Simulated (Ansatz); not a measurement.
# LiPb4S8: the cost of one run

Method: DFT PBE, plane waves, PAW, scalar-relativistic, collinear spin, in Ansatz 0.2.0.

## (1) The structure to begin with

The cell holds 13 atoms (LiPb4S8): a = 6.150 Å, b = 6.150 Å, c = 7.553 Å, α = 90.00°, β = 90.00°, γ = 90.00°.

Structure file:

```xyz
13
Lattice="6.1499 0.0000 0.0000 0.0000 6.1499 0.0000 0.0000 0.0000 7.5532" Properties=species:S:1:pos:R:3 pbc="T T T"
Pb    0.0000    0.0000    5.6649
Pb    0.0000    0.0000    1.8883
S     3.8070    0.7320    0.0000
S     5.4179    2.3429    3.7766
S     2.3429    0.7320    3.7766
S     0.7320    2.3429    0.0000
Pb    3.0750    3.0750    1.8883
Pb    3.0750    3.0750    5.6649
S     0.7320    3.8070    3.7766
S     2.3429    5.4179    0.0000
S     5.4179    3.8070    0.0000
S     3.8070    5.4179    3.7766
Li    4.0799    0.9420    2.2912
```

## (2) End point A

File input.yaml:

```yaml
crystal:
  lattice:
    - [6.149934, 0.0, 0.0]
    - [0.0, 6.149934, 0.0]
    - [0.0, 0.0, 7.553197]
  atoms:
    - { symbol: Pb, position: [0.0, 0.0, 0.75] }
    - { symbol: Pb, position: [0.0, 0.0, 0.25] }
    - { symbol: S, position: [0.619032, 0.119032, 0.0] }
    - { symbol: S, position: [0.880968, 0.380968, 0.5] }
    - { symbol: S, position: [0.380968, 0.119032, 0.5] }
    - { symbol: S, position: [0.119032, 0.380968, 0.0] }
    - { symbol: Pb, position: [0.5, 0.5, 0.25] }
    - { symbol: Pb, position: [0.5, 0.5, 0.75] }
    - { symbol: S, position: [0.119032, 0.619032, 0.5] }
    - { symbol: S, position: [0.380968, 0.880968, 0.0] }
    - { symbol: S, position: [0.880968, 0.619032, 0.0] }
    - { symbol: S, position: [0.619032, 0.880968, 0.5] }
    - { symbol: Li, position: [0.6634103, 0.1531648, 0.3033409], spin: 1.0 }
magnetization:
  spin_polarized: true
basis:
  ecutwfc: 420.0
kpoints:
  mp_grid: { grid: [2, 2, 2] }
hamiltonian:
  xc: pbe
scf:
  occupations: { method: fermi_dirac, width: 0.05 }
  lower_state_search: "off"
relax:
  f_tol: 0.03
  max_steps: 60
  adjacent_minimum: "off"
```

Command:

```
$ ansatz run input.yaml --threads 2 --pin off --max-ram 5120MiB --backend cpu --events-out ev --progress --plain --runs-dir out
```

What time and memory should one allow on 2 threads of AMD EPYC 9R45 (Zen 5), shared host?

About 25 s, with a peak of 0.88 GiB.
